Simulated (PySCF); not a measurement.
# C₇H₈NOS radical: open-shell or spin-flip excitations

What do calculations give for the open-shell or spin-flip excitations of C₇H₈NOS radical (`C[S@](=O)c1ccccc1[NH]`)?

Computed with PySCF 2.14.0 and routines of our own; the level stands in each step. Atoms count from 0.

## (1) The starting structure

18 atoms, charge 0, multiplicity 2; geometry from: GFN2-xTB.

## (2) Open-shell or spin-flip excitations: unrestricted TDA M06-2X/def2-SVP

Job settings and geometry (Å):

```
{"job": {"kind": "uabs", "xc": "M06-2X", "basis": "def2-SVP", "nstates": 10, "tda": true}, "charge": 0, "multiplicity": 2}
C     -2.569768     0.020018     0.783384
S     -1.946447     0.466492    -0.899415
O     -2.407827    -0.594990    -1.798478
C     -0.224067     0.071406    -0.534614
C      0.387671    -0.975189    -1.176648
C      1.726600    -1.259611    -0.937836
C      2.466123    -0.447032    -0.071604
C      1.882833     0.618205     0.557938
C      0.496964     0.933631     0.352739
N     -0.148375     1.924550     0.902014
H     -3.647736     0.139995     0.774757
H     -2.307404    -1.008433     1.003843
H     -2.104287     0.714561     1.472321
H     -0.204881    -1.576442    -1.851553
H      2.195813    -2.104176    -1.418236
H      3.511179    -0.666583     0.095561
H      2.456960     1.255684     1.216786
H      0.427888     2.494231     1.517387
```

Level: unrestricted TDA M06-2X/def2-SVP, vertical, gas phase, core orbitals frozen in the response.

Command:

```bash
$ OMP_NUM_THREADS=1 python excited_run.py task.json out
```

The driver reads the jobs from task.json and runs them one after another.

The log of the run:

```text
coarse grid: 72656 points
cycle   1  E = -798.8301362144  dE =  2.381e+00  |g| = 6.119e-01  |ddm| = 3.810e+00
cycle   2  E = -798.5226654782  dE =  3.075e-01  |g| = 1.077e+00  |ddm| = 2.302e+00
cycle   3  E = -798.9953204816  dE = -4.727e-01  |g| = 1.087e-01  |ddm| = 1.611e+00
cycle   4  E = -798.9999933307  dE = -4.673e-03  |g| = 6.300e-02  |ddm| = 2.573e-01
cycle   5  E = -799.0023087218  dE = -2.315e-03  |g| = 2.134e-02  |ddm| = 8.963e-02
cycle   6  E = -799.0026941969  dE = -3.855e-04  |g| = 7.842e-03  |ddm| = 3.667e-02
cycle   7  E = -799.0028871760  dE = -1.930e-04  |g| = 4.548e-03  |ddm| = 2.907e-02
cycle   8  E = -799.0029513073  dE = -6.413e-05  |g| = 1.899e-03  |ddm| = 2.362e-02
cycle   9  E = -799.0029574560  dE = -6.149e-06  |g| = 9.574e-04  |ddm| = 5.813e-03
final grid: 155384 points
cycle  10  E = -799.0030125646  dE = -5.592e-06  |g| = 1.237e-03  |ddm| = 1.241e-02
cycle  11  E = -799.0030128045  dE = -2.398e-07  |g| = 1.515e-03  |ddm| = 3.444e-03
cycle  12  E = -799.0030140400  dE = -1.236e-06  |g| = 2.618e-04  |ddm| = 1.874e-03
cycle  13  E = -799.0030142084  dE = -1.684e-07  |g| = 2.096e-04  |ddm| = 7.395e-04
cycle  14  E = -799.0030143363  dE = -1.279e-07  |g| = 1.185e-04  |ddm| = 7.745e-04
cycle  15  E = -799.0030143771  dE = -4.077e-08  |g| = 5.106e-05  |ddm| = 5.035e-04
cycle  16  E = -799.0030143877  dE = -1.059e-08  |g| = 2.162e-05  |ddm| = 3.050e-04
cycle  17  E = -799.0030143886  dE = -8.911e-10  |g| = 1.056e-05  |ddm| = 8.314e-05
converged SCF energy = -799.0030143886

Static polarisability (au): isotropic 100.962, principal 57.512 112.406 132.969

<S^2> of the reference = 0.7875 (exact 0.7500)

Excitations
state   eV       nm        f      <S^2>   main configurations
  1   1.8197    681.3   0.00320   0.831   H-3b->Lb 0.45, Hb->Lb 0.31, H-1b->Lb 0.15
  2   2.5330    489.5   0.01904   0.845   Hb->Lb 0.59, H-3b->Lb 0.18, H-1b->Lb 0.10
  3   3.1796    389.9   0.00208   0.855   H-2b->Lb 0.48, H-1b->Lb 0.19, H-3b->Lb 0.16
  4   3.6131    343.2   0.01998   0.816   H-4b->Lb 0.51, H-1b->Lb 0.16, Ha->L+1a 0.15
  5   3.7412    331.4   0.01413   0.841   H-1b->Lb 0.36, H-2b->Lb 0.25, H-4b->Lb 0.17
  6   4.5125    274.8   0.10002   1.163   Ha->La 0.80
  7   4.8342    256.5   0.01116   2.424   H-1a->La 0.31, H-3a->La 0.19, Hb->L+1b 0.18, H-2b->L+1b 0.15
  8   5.2861    234.5   0.00076   0.980   H-5b->Lb 0.49, H-6b->Lb 0.28
  9   5.3114    233.4   0.00050   2.339   H-1a->La 0.20, H-3a->La 0.14, H-2b->L+1b 0.12
 10   5.4504    227.5   0.02073   1.012   Hb->L+1b 0.52, Ha->L+1a 0.15, H-1a->La 0.13
```

Wall time 2.4 min (1 thread of Arm Neoverse V1, shared host); peak memory 0.94 GiB.

From this job:

```csv
quantity,value
⟨S²⟩,0.787
```

Löwdin spin populations:

C0 0.02; S1 0.00; O2 0.00; C3 0.23; C4 -0.09; C5 0.28; C6 -0.09; C7 0.23; C8 -0.10; N9 0.52; H10 0.00; H11 0.00; H12 0.00; H13 0.00; H14 0.00; H15 0.00; H16 0.00; H17 0.00

## (3) Open-shell or spin-flip excitations: unrestricted TDDFT TPSSh/def2-SVP

Settings changed since step 2:

```diff
@@ -1,2 +1,2 @@
-{"job": {"kind": "uabs", "xc": "M06-2X", "basis": "def2-SVP", "nstates": 10, "tda": true}, "charge": 0, "multiplicity": 2}
+{"job": {"kind": "uabs", "xc": "TPSSh", "basis": "def2-SVP", "nstates": 10, "tda": false, "grid": 4, "scf": {"guess": "atom", "fallback": true}}, "charge": 0, "multiplicity": 2}
 C     -2.569768     0.020018     0.783384
```

Level: unrestricted TDDFT TPSSh/def2-SVP, vertical, gas phase, core orbitals frozen in the response.

The log of the run:

```text
final grid: 410752 points
cycle   1  E = -798.4859791615  dE =  3.451e+00  |g| = 1.172e+00  |ddm| = 4.175e+00
cycle   2  E = -794.4650712489  dE =  4.021e+00  |g| = 2.580e+00  |ddm| = 6.588e+00
cycle   3  E = -798.6192951915  dE = -4.154e+00  |g| = 9.847e-01  |ddm| = 6.295e+00
cycle   4  E = -799.1073993979  dE = -4.881e-01  |g| = 5.374e-01  |ddm| = 2.028e+00
cycle   5  E = -799.2254947004  dE = -1.181e-01  |g| = 2.102e-01  |ddm| = 7.603e-01
cycle   6  E = -799.2432868597  dE = -1.779e-02  |g| = 1.264e-01  |ddm| = 3.579e-01
cycle   7  E = -799.2508850259  dE = -7.598e-03  |g| = 5.865e-02  |ddm| = 1.896e-01
cycle   8  E = -799.2528366863  dE = -1.952e-03  |g| = 2.111e-02  |ddm| = 1.002e-01
cycle   9  E = -799.2531239254  dE = -2.872e-04  |g| = 8.784e-03  |ddm| = 3.886e-02
cycle  10  E = -799.2531926478  dE = -6.872e-05  |g| = 5.223e-03  |ddm| = 2.107e-02
cycle  11  E = -799.2532136552  dE = -2.101e-05  |g| = 3.169e-03  |ddm| = 1.170e-02
cycle  12  E = -799.2532256392  dE = -1.198e-05  |g| = 8.959e-04  |ddm| = 8.636e-03
cycle  13  E = -799.2532269707  dE = -1.332e-06  |g| = 4.516e-04  |ddm| = 3.337e-03
cycle  14  E = -799.2532271783  dE = -2.076e-07  |g| = 2.641e-04  |ddm| = 1.115e-03
cycle  15  E = -799.2532272369  dE = -5.860e-08  |g| = 1.758e-04  |ddm| = 6.759e-04
cycle  16  E = -799.2532272468  dE = -9.900e-09  |g| = 1.191e-04  |ddm| = 3.481e-04
cycle  17  E = -799.2532272556  dE = -8.773e-09  |g| = 6.387e-05  |ddm| = 2.496e-04
cycle  18  E = -799.2532272580  dE = -2.428e-09  |g| = 2.448e-05  |ddm| = 1.064e-04
cycle  19  E = -799.2532272581  dE = -7.185e-11  |g| = 2.559e-05  |ddm| = 7.035e-05
converged SCF energy = -799.2532272581

Static polarisability (au): isotropic 104.287, principal 58.166 115.445 139.248

<S^2> of the reference = 0.7865 (exact 0.7500)

Excitations
state   eV       nm        f      <S^2>   main configurations
  1   1.3440    922.5   0.00862   0.798   Hb->Lb 0.97
  2   2.1831    567.9   0.00241   0.803   H-1b->Lb 0.53, H-2b->Lb 0.40
  3   2.5587    484.6   0.00127   0.805   H-2b->Lb 0.48, H-1b->Lb 0.45
  4   2.7456    451.6   0.00326   0.812   H-3b->Lb 0.83, H-2b->Lb 0.09
  5   3.4991    354.3   0.01913   0.836   H-4b->Lb 0.71, H-1a->L+1a 0.15, Ha->L+1a 0.10
  6   3.8240    324.2   0.01768   2.188   Ha->La 0.75, Hb->L+1b 0.13
  7   4.1492    298.8   0.05403   1.343   Hb->L+1b 0.54, H-1a->La 0.18, Ha->La 0.18
  8   4.3911    282.4   0.00530   0.890   H-1a->La 0.60, Hb->L+1b 0.28
  9   4.5328    273.5   0.00385   2.580   H-4a->La 0.29, H-3b->L+1b 0.26, H-3a->La 0.09
 10   4.6676    265.6   0.01566   1.748   Ha->L+1a 0.77, H-1a->L+1a 0.11
```

Wall time 5 min (1 thread of Arm Neoverse V1, shared host); peak memory 0.97 GiB.

From this job:

```
quantity  value
    ⟨S²⟩  0.786
```

## (4) What came out

| quantity | value |
| --- | --- |
| lowest and brightest state of nearly pure spin, of 10 (step 2, unrestricted TDA M06-2X/def2-SVP) | 1.82 eV; 3.61 eV, f = 0.020 |
| lowest and brightest state of nearly pure spin, of 10 (step 3, unrestricted TDDFT TPSSh/def2-SVP) | 1.34 eV; 3.50 eV, f = 0.019 |

States whose ⟨S²⟩ lies well above the reference's are mixtures of spin states, an artefact of the unrestricted response, and are left out of the summary. The lowest state of nearly pure spin runs from 1.34 to 1.82 eV over the runs.
